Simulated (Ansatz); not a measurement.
# CH7BFNSSi: the cost of one run

All numbers below are computed with Ansatz 0.2.0 (RKS LDA/6-31G).

## (1) Starting point

Bond lengths: N1–B2 1.507 Å, B2–C3 1.559 Å, C3–F4 1.455 Å, B2–S5 1.888 Å, S5–Si6 2.126 Å, N1–H7 1.060 Å, N1–H8 1.074 Å, C3–H9 1.074 Å, C3–H10 1.124 Å, Si6–H11 1.487 Å, Si6–H12 1.486 Å, Si6–H13 1.495 Å. Angles (14 of 19 angles, heavy atoms first): N1–B2–C3 117.3°, N1–B2–S5 122.8°, C3–B2–S5 119.8°, B2–C3–F4 112.1°, B2–S5–Si6 93.9°, B2–N1–H7 105.0°, B2–N1–H8 103.5°, B2–C3–H9 112.4°, B2–C3–H10 111.6°, F4–C3–H9 104.1°, F4–C3–H10 106.2°, S5–Si6–H11 108.8°, S5–Si6–H12 108.6°, S5–Si6–H13 110.0°.

As a file:

```xyz
13

N    -1.1729   -0.8610    1.3450
B    -0.0166   -0.0430    0.8291
C     1.4093   -0.6609    0.9530
F     2.2941    0.1629    1.7634
S    -0.2330    1.6746    0.0748
Si   -0.4614    0.9336   -1.9043
H    -1.8516   -0.9191    0.5322
H    -1.6589   -0.1988    2.0366
H     1.9100   -0.7271    0.0047
H     1.3820   -1.6709    1.4462
H    -1.6360    0.0223   -1.9423
H     0.7686    0.1871   -2.2753
H    -0.7131    2.0654   -2.8483
```

## (2) Relaxing end A

File input.yaml:

```yaml
crystal:
  periodic: [false, false, false]
  atoms:
    - { symbol: "N", position_ang: [-1.1729, -0.861, 1.345] }
    - { symbol: B, position_ang: [-0.0166, -0.043, 0.8291] }
    - { symbol: C, position_ang: [1.4093, -0.6609, 0.953] }
    - { symbol: F, position_ang: [2.2941, 0.1629, 1.7634] }
    - { symbol: S, position_ang: [-0.233, 1.6746, 0.0748] }
    - { symbol: Si, position_ang: [-0.4614, 0.9336, -1.9043] }
    - { symbol: H, position_ang: [-1.8516, -0.9191, 0.5322] }
    - { symbol: H, position_ang: [-1.6589, -0.1988, 2.0366] }
    - { symbol: H, position_ang: [1.91, -0.7271, 0.0047] }
    - { symbol: H, position_ang: [1.382, -1.6709, 1.4462] }
    - { symbol: H, position_ang: [-1.636, 0.0223, -1.9423] }
    - { symbol: H, position_ang: [0.7686, 0.1871, -2.2753] }
    - { symbol: H, position_ang: [-0.7131, 2.0654, -2.8483] }
basis:
  gaussian: { orbitals: "6-31G" }
hamiltonian:
  xc: lda
relax:
  f_tol: 0.015
  max_steps: 40
```

Started as:

```sh
$ ansatz run input.yaml --threads 1 --pin off --max-ram 2048MiB --backend cpu --events-out ev --progress --plain --runs-dir out
```

**Question.** How long does this run take on 1 thread of Arm Neoverse V1, shared host, and how much memory does it need?

About 2.9 min, with a peak of 0.24 GiB.
